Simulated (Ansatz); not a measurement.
**FH₅O₄Si₂: a ladder of functionals and wavefunction methods**

An exercise on one series of results from a longer session: the logs are not shown, and one member is left open.

Computed with Ansatz 0.2.0, Gaussian basis. Level: functionals in def2-TZVPP, the program's frozen cores in correlated methods.

Plan: PBE-D4, r2SCAN-D4, PBE0-D4, B3LYP-D4, ωB97X-V, ωB97M-V, B2PLYP; CCSD(T)/def2-TZVPP; MP2/def2-QZVPP; extrapolation to the limit.

**The geometry**

All runs share one geometry, relaxed beforehand with PBE0-D4 in a triple-zeta def2 set.

12 atoms, charge 0, spin multiplicity 1.

Atoms are counted from 1 here; the program's logs count them from 0.

Bond lengths: O1–Si2 1.645 Å, O1–H8 0.959 Å, Si2–F3 1.606 Å, Si2–Si4 2.342 Å, Si2–H9 1.486 Å, Si4–O5 1.643 Å, Si4–O6 1.636 Å, Si4–O7 1.632 Å, O5–H10 0.960 Å, O6–H11 0.959 Å, O7–H12 0.960 Å. Angles: Si2–O1–H8 119.1°, O1–Si2–F3 109.5°, O1–Si2–Si4 102.9°, O1–Si2–H9 110.5°, F3–Si2–Si4 110.0°, F3–Si2–H9 105.1°, Si4–Si2–H9 118.7°, Si2–Si4–O5 107.6°, Si2–Si4–O6 116.4°, Si2–Si4–O7 104.9°, O5–Si4–O6 105.9°, O5–Si4–O7 114.9°, O6–Si4–O7 107.5°, Si4–O5–H10 116.2°, Si4–O6–H11 116.7°, Si4–O7–H12 118.2°.

The first run:

The input, in.yaml:

```yaml
crystal:
  periodic: [false, false, false]
  atoms:
    - {symbol: O, position_ang: [0.951767, -0.842076, -1.874748]}
    - {symbol: Si, position_ang: [-0.302744, -1.145429, -0.854632]}
    - {symbol: F, position_ang: [-1.690217, -0.963075, -1.641659]}
    - {symbol: Si, position_ang: [-0.074199, 0.528213, 0.767666]}
    - {symbol: O, position_ang: [0.618816, 1.829496, 0.043579]}
    - {symbol: O, position_ang: [-1.457254, 1.076479, 1.447635]}
    - {symbol: O, position_ang: [0.817430, -0.155009, 1.952008]}
    - {symbol: H, position_ang: [1.169086, -1.486156, -2.550925]}
    - {symbol: H, position_ang: [-0.287996, -2.566906, -0.421119]}
    - {symbol: H, position_ang: [1.275677, 1.639187, -0.630443]}
    - {symbol: H, position_ang: [-1.922574, 1.770839, 0.977787]}
    - {symbol: H, position_ang: [0.902218, 0.314438, 2.784842]}
basis:
  gaussian: {orbitals: def2-TZVPP}
hamiltonian: {xc: pbe, dispersion: d4}
output: {forces: true, orbitals: {seedname: orbitals}}
```

Command:

```console
$ ansatz run in.yaml --threads 2 --pin off --events-out ev --progress --plain --max-ram 32768MiB --backend cuda --devices 0, --max-vram 18GiB
```

Among the steps run: PBE-D4 (GGA); r2SCAN-D4 (meta-GGA); PBE0-D4 (hybrid); B3LYP-D4 (hybrid); ωB97X-V (range-separated); ωB97M-V (range-separated); B2PLYP (double hybrid); CCSD(T) in def2-TZVPP; MP2 in def2-QZVPP.

One of the session's tables, all rows but one given; the rest of the session is left out.

```
            method  atomisation energy (eV)
            PBE-D4                   50.805
         r2SCAN-D4                   50.279
           PBE0-D4                   49.470
          B3LYP-D4                   49.845
           ωB97X-V                   50.342
           ωB97M-V                   50.346
            B2PLYP                        ?
     HF/def2-TZVPP                   35.310
    MP2/def2-TZVPP                   50.589
   CCSD/def2-TZVPP                   48.077
CCSD(T)/def2-TZVPP                   48.898
           MP2/CBS                   52.337
       CCSD(T)/CBS                   50.646
```

**Question.** Estimate the row for B2PLYP.

As computed: atomisation energy (eV): 49.590. In the column «atomisation energy (eV)» it lies between PBE0-D4 (49.470) and B3LYP-D4 (49.845).
